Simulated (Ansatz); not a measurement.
Write a Python script for the Ansatz DFT code, driven from Python that makes an equation of state with a fit of BPt₂, space group P6_3/mmc. Settings (first run): LDA, PAW, cutoff 510 eV, 9×9×3 k-points, cold smearing of 0.1 eV.

```
B Pt
1.0
     2.92831    0.00000    0.00000
    -1.46416    2.53599    0.00000
     0.00000    0.00000   10.35722
B Pt
2 4
Cartesian
  1.4642 0.8453 7.7679
  0.0000 1.6907 2.5893
  1.4642 0.8453 3.9750
  0.0000 1.6907 6.3822
  0.0000 1.6907 9.1536
  1.4642 0.8453 1.2036
```

`eos.py`
```python
# -*- coding: utf-8 -*-
"""Equation of state of BPt2."""

import ansatz as az
import numpy as np
from scipy.optimize import curve_fit

SETTINGS = {
    "functional": "LDA",
    "ecut": 510,
    "occupations": "cold",
    "smearing_width": 0.1,
    "kgrid": (9, 9, 3),
}

vectors0 = np.array([
    [2.928312, 0.0, 0.0],
    [-1.464156, 2.535993, 0.0],
    [0.0, 0.0, 10.357216],
])
sites = [
    ("B", (2 / 3, 1 / 3, 0.75)),
    ("B", (1 / 3, 2 / 3, 0.25)),
    ("Pt", (2 / 3, 1 / 3, 0.383794)),
    ("Pt", (1 / 3, 2 / 3, 0.616206)),
    ("Pt", (1 / 3, 2 / 3, 0.883794)),
    ("Pt", (2 / 3, 1 / 3, 0.116206)),
]


def build(cell):
    crystal = az.Crystal(lattice=az.Lattice.of(cell))
    for symbol, position in sites:
        crystal = crystal.atom(symbol, position)
    return crystal

def vinet(v, e0, v0, b0, b1):
    eta = (v / v0) ** (1 / 3)
    return e0 + 2 * b0 * v0 / (b1 - 1) ** 2 * (2 - (5 + 3 * b1 * (eta - 1) - 3 * eta) * np.exp(-1.5 * (b1 - 1) * (eta - 1)))

# uniform scaling of the cell
volumes, energies, pressures = [], [], []
for scale in np.linspace(0.88, 1.12, 7):
    cell = vectors0 * scale ** (1 / 3)
    base = build(cell).calculation()
    base = base.functional(SETTINGS["functional"]).basis(SETTINGS["ecut"])
    base = base.occupations(SETTINGS["occupations"], width=SETTINGS["smearing_width"])
    base = base.kpoints(*SETTINGS["kgrid"])
    base = base.stress()
    rep = base.run(threads=1).report
    volumes.append(abs(np.linalg.det(cell)) / len(sites))
    energies.append(rep["free_energy_ev"] / len(sites))
    pressures.append(np.trace(rep["stress_gpa"]) / 3)
    print(f"V = {volumes[-1]:8.4f} A^3/atom  F = {energies[-1]:.5f} eV/atom  P = {pressures[-1]:8.3f} GPa")

guess = (min(energies), volumes[int(np.argmin(energies))], 0.5, 4.5)
(e0, v0, b0, b1), _ = curve_fit(vinet, np.array(volumes), np.array(energies), p0=guess, maxfev=20000)
print(f"Vinet fit: V0 = {v0:.4f} A^3/atom, B0 = {160.21766 * b0:.1f} GPa, B1 = {b1:.2f}")
print("largest residual", round(1000 * float(np.abs(vinet(np.array(volumes), e0, v0, b0, b1) - energies).max()), 3), "meV/atom")
```

```console
$ python eos.py
V =  11.2808 A^3/atom  F = -8213.33896 eV/atom  P =   33.209 GPa
V =  11.7936 A^3/atom  F = -8213.41551 eV/atom  P =   15.346 GPa
V =  12.3063 A^3/atom  F = -8213.44129 eV/atom  P =    1.329 GPa
V =  12.8191 A^3/atom  F = -8213.42724 eV/atom  P =   -9.662 GPa
V =  13.3319 A^3/atom  F = -8213.38199 eV/atom  P =  -18.261 GPa
V =  13.8446 A^3/atom  F = -8213.31237 eV/atom  P =  -24.960 GPa
V =  14.3574 A^3/atom  F = -8213.22384 eV/atom  P =  -30.137 GPa
Vinet fit: V0 = 12.3625 A^3/atom, B0 = 291.0 GPa, B1 = 4.84
largest residual 0.028 meV/atom
```

A third-order Birch-Murnaghan fit through the 7 points has its minimum at 12.36 Å³ an atom, 3.6 % below the typed cell, with a bulk modulus of 290 GPa and dB/dP = 4.9. From that minimum the energy rises by 102.5 meV an atom on the compressed side and 217.7 meV on the expanded side.

Notes:
- Absolute energies stand on the zero of these potentials, so only differences at equal settings mean something.
- No spin polarisation was allowed.
- Shape and fractional positions are held along the curve, so the bulk modulus is an upper value where they are free to relax, by a factor of two or more in layered or hydrogen-bonded cells.
- Pressure is positive in compression.
- Spin-orbit coupling, which matters for elements this heavy, is left out.
- At these settings the cell as given stands under about -10 GPa, so it isn't at this functional's equilibrium volume.
- This cell is a computed structure, which may not be the phase found in nature.
- It ran for 32 s on 1 thread of Arm Neoverse V2 (shared host), peak memory 0.51 GiB.
